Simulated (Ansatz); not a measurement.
# CH5GeLi (SMILES [Li][GeH2][CH3]): single points off equilibrium

An exercise on one series of results from a longer session: the logs are not shown, and one member is left open.

Computed with Ansatz 0.2.0, Gaussian basis. Level: single points in def2-TZVPP.

Cores are frozen in the correlated methods. Filled d shells of the heavier atoms are correlated. The outer core shell of Li, Na, Mg and K is correlated.

### Starting geometry

SMILES `[Li][GeH2][CH3]`, 8 atoms, charge 0, spin multiplicity 1.

Atoms are counted from 1 here; the program's logs count them from 0.

Bond lengths: Li1–Ge2 2.348 Å, Ge2–C3 2.080 Å, Ge2–H4 1.557 Å, Ge2–H5 1.456 Å, C3–H6 1.094 Å, C3–H7 1.034 Å, C3–H8 1.074 Å. Angles: Li1–Ge2–C3 118.4°, Li1–Ge2–H4 127.1°, Li1–Ge2–H5 124.1°, C3–Ge2–H4 94.0°, C3–Ge2–H5 95.6°, H4–Ge2–H5 89.1°, Ge2–C3–H6 108.0°, Ge2–C3–H7 104.8°, Ge2–C3–H8 107.2°, H6–C3–H7 107.7°, H6–C3–H8 110.6°, H7–C3–H8 117.9°.

Geometry (Å):

```mol
CH5GeLi
  3D, bonds by distance, orders not assigned

  8  7  0  0  0  0  0  0  0  0999 V2000
   -2.6211    1.2994   -0.1165 Li  0  0
   -0.4771    0.5133   -0.6628 Ge  0  0
    0.5602   -0.6004    0.7545 C   0  0
   -0.0939   -0.4281   -1.8419 H   0  0
    0.6427    1.3738   -1.0152 H   0  0
    0.6913    0.0223    1.6448 H   0  0
    1.4940   -0.7543    0.3372 H   0  0
   -0.0376   -1.4637    0.9809 H   0  0
  1  2  8  0
  2  3  8  0
  2  4  8  0
  2  5  8  0
  3  6  8  0
  3  7  8  0
  3  8  8  0
M  END
```

Set-up of the first run:

Input file run/in.yaml:

```yaml
crystal:
  periodic: [false, false, false]
  atoms:
    - {symbol: Li, position_ang: [-2.621100, 1.299400, -0.116500]}
    - {symbol: Ge, position_ang: [-0.477100, 0.513300, -0.662800]}
    - {symbol: C, position_ang: [0.560200, -0.600400, 0.754500]}
    - {symbol: H, position_ang: [-0.093900, -0.428100, -1.841900]}
    - {symbol: H, position_ang: [0.642700, 1.373800, -1.015200]}
    - {symbol: H, position_ang: [0.691300, 0.022300, 1.644800]}
    - {symbol: H, position_ang: [1.494000, -0.754300, 0.337200]}
    - {symbol: H, position_ang: [-0.037600, -1.463700, 0.980900]}
basis:
  gaussian: {orbitals: def2-TZVPP}
correlation: {method: ccsd_t}
output: {forces: true}
```

No record of the launch command was kept for these runs.

Steps of the session up to this table: CCSD(T)/def2-TZVPP; PBE0-D4/def2-TZVPP; wB97M-V/def2-TZVPP; r2SCAN-D4/def2-TZVPP; PBE-D4/def2-TZVPP; SPW92/def2-TZVPP; revPBE-D4/def2-TZVPP.

One table of the session follows, with a row left open; its other results are not shown here.

| method | RMS force component (eV/Å) | angle to CCSD(T) forces (°) | dipole (D) |
| --- | --- | --- | --- |
| CCSD(T) | 0.997 | reference | 7.67 |
| PBE0-D4 | ? | ? | ? |
| wB97M-V | 0.997 | 2.2 | 7.58 |
| r2SCAN-D4 | 0.968 | 2.8 | 7.51 |
| PBE-D4 | 1.005 | 8.6 | 7.17 |
| SPW92 | 1.033 | 8.8 | 7.21 |
| revPBE-D4 | 1.013 | 9.3 | 7.17 |

Estimate the missing values for PBE0-D4.

**Answer.** RMS force component (eV/Å): 1.006; angle to CCSD(T) forces (°): 2.6; dipole (D): 7.44. In the column «RMS force component (eV/Å)» it lies between PBE-D4 (1.005) and revPBE-D4 (1.013).
